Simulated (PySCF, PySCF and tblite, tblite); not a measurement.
# 2-formyl-1-fluorobenzene (C7H5FO): conformers and averaged spectra

Which conformers does 2-formyl-1-fluorobenzene (C7H5FO) (`O=Cc1ccccc1F`) populate, and what do their averaged NMR parameters look like?

Computed with tblite 0.8.0 (tight binding) and PySCF 2.14.0 (DFT, with response routines of our own); each step states its level. Atoms count from 0 throughout.

## (1) The starting structure

14 atoms, charge 0, multiplicity 1; geometry from: MMFF94s geometry.

Bonds of the start (Å): C1–C2 1.46, C1–H9 1.09, C2–C3 1.39, C2–C7 1.40, C3–C4 1.40, C3–H10 1.10, C4–C5 1.41, C4–H11 1.09, C5–C6 1.40, C5–H12 1.09, C6–C7 1.40, C6–H13 1.08, C7–F8 1.34, O0–C1 1.24.

## (2) GFN2-xTB relaxation, conformer 1

The job: settings as JSON, then the geometry in Å.

```
{"job": {"xc": "GFN2-xTB", "basis": "xTB", "kind": "relax"}, "charge": 0, "multiplicity": 1}
O      2.893600    -0.966900     0.888400
C      2.321200    -0.110700     0.194800
C      0.870000    -0.062700     0.090600
C      0.052700    -0.973700     0.751300
C     -1.336500    -0.907700     0.638900
C     -1.918400     0.085200    -0.167500
C     -1.103100     1.007900    -0.838500
C      0.286400     0.931800    -0.700600
F      1.047600     1.814500    -1.354200
H      2.898000     0.641500    -0.348200
H      0.498700    -1.756400     1.378900
H     -1.970900    -1.624900     1.155000
H     -3.000500     0.143000    -0.252400
H     -1.539300     1.778500    -1.458700
```

Command:

```
> OMP_NUM_THREADS=1 python ens_run.py task.json out
```

One launch serves the whole session.

Standard output:

```text
step      E/eV     max force
  0    -715.53017    3.062
  1    -715.55922    3.406
  2    -715.62691    0.470
  3    -715.63491    0.239
  4    -715.64202    0.155
  5    -715.64353    0.098
  6    -715.64454    0.067
  7    -715.64496    0.063
  8    -715.64527    0.036
  9    -715.64527    0.036
 10    -715.64535    0.032
 11    -715.64541    0.030
 12    -715.64544    0.016
 13    -715.64547    0.024
 14    -715.64550    0.020
 15    -715.64551    0.013
 16    -715.64553    0.013
 17    -715.64554    0.013
 18    -715.64555    0.008
 19    -715.64556    0.008
 20    -715.64557    0.015
 21    -715.64558    0.020
 22    -715.64559    0.013
 23    -715.64559    0.003
```

Wall time 0.15 s (1 thread of Arm Neoverse V1, shared host).

Gain 0.115 eV; displacement 0.02 Å root mean square.

GFN2-xTB relaxation, conformer 2:

The job: settings as JSON, then the geometry in Å.

```
{"job": {"xc": "GFN2-xTB", "basis": "xTB", "kind": "relax"}, "charge": 0, "multiplicity": 1}
O      3.169100     0.478500    -0.085200
C      2.304000    -0.389100    -0.159700
C      0.868000    -0.140500    -0.052400
C     -0.021500    -1.216100    -0.153600
C     -1.400500    -1.013400    -0.051900
C     -1.904900     0.278700     0.112300
C     -1.021900     1.363500     0.199900
C      0.358700     1.154700     0.122500
F      1.164300     2.212500     0.209500
H      2.597200    -1.449500    -0.282700
H      0.349200    -2.237700    -0.282500
H     -2.089000    -1.856800    -0.126600
H     -2.978100     0.445500     0.191700
H     -1.395200     2.369200     0.336600
```

Standard output:

```text
step      E/eV     max force
  0    -715.45225    2.053
  1    -715.47324    2.337
  2    -715.51159    0.372
  3    -715.51923    0.249
  4    -715.52463    0.123
  5    -715.52528    0.080
  6    -715.52584    0.079
  7    -715.52623    0.078
  8    -715.52674    0.057
  9    -715.52710    0.047
 10    -715.52741    0.065
 11    -715.52773    0.070
 12    -715.52813    0.057
 13    -715.52850    0.049
 14    -715.52873    0.031
 15    -715.52873    0.031
 16    -715.52879    0.021
 17    -715.52887    0.034
 18    -715.52889    0.015
 19    -715.52890    0.014
 20    -715.52891    0.011
 21    -715.52892    0.008
 22    -715.52893    0.007
 23    -715.52893    0.007
 24    -715.52893    0.005
 25    -715.52893    0.005
 26    -715.52894    0.005
 27    -715.52894    0.003
```

Wall time 0.14 s (1 thread of Arm Neoverse V1, shared host).

Relaxing gained 0.077 eV and moved the atoms by 0.03 Å on average (rms).

## (3) Shieldings, conformer 1: PBE0/pcSseg-1

The job: settings as JSON, then the geometry in Å.

```
{"job": {"xc": "PBE0", "basis": "pcSseg-1", "kind": "nmr", "pop": true}, "charge": 0, "multiplicity": 1}
O      2.905558    -0.966485     0.887631
C      2.329789    -0.143082     0.224678
C      0.867430    -0.059410     0.086540
C      0.042040    -0.969866     0.749730
C     -1.330832    -0.898284     0.627147
C     -1.906788     0.086705    -0.162757
C     -1.112393     1.002680    -0.832092
C      0.260738     0.919708    -0.700600
F      1.025969     1.813308    -1.353899
H      2.881534     0.628871    -0.341606
H      0.514901    -1.726291     1.357940
H     -1.957362    -1.607526     1.145526
H     -2.980252     0.143592    -0.260045
H     -1.541010     1.775608    -1.450358
```

Standard output:

```text
coarse grid: 12880 points
cycle   1  E = -444.0500961695  dE =  1.750e+00  |g| = 8.664e-01  |ddm| = 3.805e+00
cycle   2  E = -443.5713934527  dE =  4.787e-01  |g| = 1.773e+00  |ddm| = 3.425e+00
cycle   3  E = -444.1922516072  dE = -6.209e-01  |g| = 1.817e-01  |ddm| = 2.777e+00
cycle   4  E = -444.1982399581  dE = -5.988e-03  |g| = 7.879e-02  |ddm| = 2.560e-01
cycle   5  E = -444.1992285715  dE = -9.886e-04  |g| = 2.007e-02  |ddm| = 7.713e-02
cycle   6  E = -444.1993106158  dE = -8.204e-05  |g| = 6.635e-03  |ddm| = 2.471e-02
cycle   7  E = -444.1993194218  dE = -8.806e-06  |g| = 2.117e-03  |ddm| = 7.019e-03
final grid: 128128 points
cycle   8  E = -444.2688290568  dE = -1.284e-05  |g| = 1.293e-02  |ddm| = 4.322e-02
cycle   9  E = -444.2687332422  dE =  9.581e-05  |g| = 2.581e-02  |ddm| = 3.934e-02
cycle  10  E = -444.2688625231  dE = -1.293e-04  |g| = 1.968e-03  |ddm| = 2.772e-02
cycle  11  E = -444.2688633708  dE = -8.477e-07  |g| = 4.348e-04  |ddm| = 2.035e-03
cycle  12  E = -444.2688634061  dE = -3.526e-08  |g| = 1.651e-04  |ddm| = 5.880e-04
cycle  13  E = -444.2688634120  dE = -5.927e-09  |g| = 4.641e-05  |ddm| = 1.957e-04
cycle  14  E = -444.2688634125  dE = -4.724e-10  |g| = 1.736e-05  |ddm| = 5.596e-05
converged SCF energy = -444.2688634125

GIAO shielding tensors (ppm)
atom      isotropic    diamagn.    paramagn.     s11        s22        s33       span
  0 O     -330.608     398.306    -728.914   -991.243   -415.229    414.647   1405.890
  1 C       -3.441     240.538    -243.978    -93.588    -20.697    103.963    197.551
  2 C       58.239     265.593    -207.354     -7.155     20.723    161.149    168.304
  3 C       51.414     250.845    -199.431    -52.321     21.443    185.119    237.440
  4 C       57.221     254.375    -197.154    -49.784     41.444    180.004    229.787
  5 C       44.692     254.707    -210.015    -66.382     26.110    174.349    240.731
  6 C       64.820     256.706    -191.885    -22.070     48.736    167.795    189.865
  7 C       10.931     248.396    -237.466    -67.261     17.387     82.666    149.928
  8 F      301.840     476.652    -174.812    203.962    289.745    411.814    207.852
  9 H       21.034      27.279      -6.245     17.212     21.649     24.240      7.028
 10 H       23.257      32.048      -8.792     19.206     23.919     26.645      7.439
 11 H       24.134      30.630      -6.496     20.706     24.826     26.869      6.162
 12 H       23.835      30.132      -6.297     20.746     23.930     26.829      6.083
 13 H       24.240      30.109      -5.869     20.910     24.439     27.371      6.461
```

Run time: 21 s. Hardware: 1 thread of Arm Neoverse V1, shared host; peak memory 0.8 GiB.

In short: HOMO -7.66 eV, LUMO -2.08 eV; dipole 3.49 D.

## (4) Shieldings, conformer 2: PBE0/pcSseg-1

The job: settings as JSON, then the geometry in Å.

```
{"job": {"xc": "PBE0", "basis": "pcSseg-1", "kind": "nmr", "pop": false}, "charge": 0, "multiplicity": 1}
O      3.191187     0.436493    -0.094197
C      2.316000    -0.383301    -0.150609
C      0.868240    -0.132939    -0.056542
C     -0.025732    -1.202611    -0.142687
C     -1.388912    -1.003815    -0.057668
C     -1.892713     0.277411     0.116198
C     -1.033008     1.357349     0.204787
C      0.332584     1.147079     0.118460
F      1.138079     2.209215     0.207561
H      2.547010    -1.460657    -0.286065
H      0.369661    -2.198884    -0.278250
H     -2.062701    -1.843883    -0.126341
H     -2.958101     0.436213     0.183246
H     -1.402274     2.361856     0.339941
```

Standard output:

```text
coarse grid: 12880 points
cycle   1  E = -444.0428521065  dE =  1.766e+00  |g| = 8.688e-01  |ddm| = 3.851e+00
cycle   2  E = -443.5733090893  dE =  4.695e-01  |g| = 1.771e+00  |ddm| = 3.681e+00
cycle   3  E = -444.1862863886  dE = -6.130e-01  |g| = 1.898e-01  |ddm| = 2.953e+00
cycle   4  E = -444.1925870524  dE = -6.301e-03  |g| = 8.949e-02  |ddm| = 2.602e-01
cycle   5  E = -444.1940907184  dE = -1.504e-03  |g| = 2.907e-02  |ddm| = 1.030e-01
cycle   6  E = -444.1943101716  dE = -2.195e-04  |g| = 6.953e-03  |ddm| = 3.572e-02
cycle   7  E = -444.1943208844  dE = -1.071e-05  |g| = 2.343e-03  |ddm| = 8.387e-03
cycle   8  E = -444.1943220758  dE = -1.191e-06  |g| = 6.747e-04  |ddm| = 2.807e-03
final grid: 128128 points
cycle   9  E = -444.2646510648  dE = -2.112e-05  |g| = 1.220e-02  |ddm| = 4.799e-02
cycle  10  E = -444.2645737420  dE =  7.732e-05  |g| = 2.361e-02  |ddm| = 3.707e-02
cycle  11  E = -444.2646804501  dE = -1.067e-04  |g| = 2.257e-03  |ddm| = 2.685e-02
cycle  12  E = -444.2646815464  dE = -1.096e-06  |g| = 4.520e-04  |ddm| = 2.579e-03
cycle  13  E = -444.2646815830  dE = -3.660e-08  |g| = 1.765e-04  |ddm| = 6.157e-04
cycle  14  E = -444.2646815896  dE = -6.601e-09  |g| = 4.325e-05  |ddm| = 2.114e-04
cycle  15  E = -444.2646815900  dE = -3.973e-10  |g| = 1.812e-05  |ddm| = 5.273e-05
converged SCF energy = -444.2646815900

GIAO shielding tensors (ppm)
atom      isotropic    diamagn.    paramagn.     s11        s22        s33       span
  0 O     -363.295     395.842    -759.137  -1030.818   -426.902    367.837   1398.655
  1 C       -5.464     239.804    -245.268    -94.560     -0.133     78.300    172.860
  2 C       57.689     268.192    -210.504     -8.838     19.233    162.670    171.507
  3 C       45.528     252.327    -206.798    -54.871     17.540    173.915    228.786
  4 C       58.056     253.541    -195.485    -49.142     43.271    180.037    229.179
  5 C       45.757     254.798    -209.041    -64.835     27.024    175.081    239.917
  6 C       63.076     257.402    -194.326    -24.541     47.394    166.375    190.916
  7 C       14.057     245.746    -231.689    -65.149     23.360     83.959    149.108
  8 F      281.301     475.343    -194.042    164.680    263.010    416.213    251.533
  9 H       21.507      27.314      -5.807     18.479     21.989     24.053      5.574
 10 H       23.907      32.192      -8.285     21.480     23.790     26.452      4.972
 11 H       24.146      30.424      -6.278     20.933     24.755     26.750      5.817
 12 H       23.880      30.129      -6.250     20.770     24.062     26.807      6.037
 13 H       24.245      30.288      -6.042     20.791     24.471     27.474      6.683
```

Run time: 19 s. Hardware: 1 thread of Arm Neoverse V1, shared host; peak memory 0.81 GiB.

Key values: HOMO -7.54 eV, LUMO -2.00 eV; dipole 4.51 D.

[end of part 1 of 2]
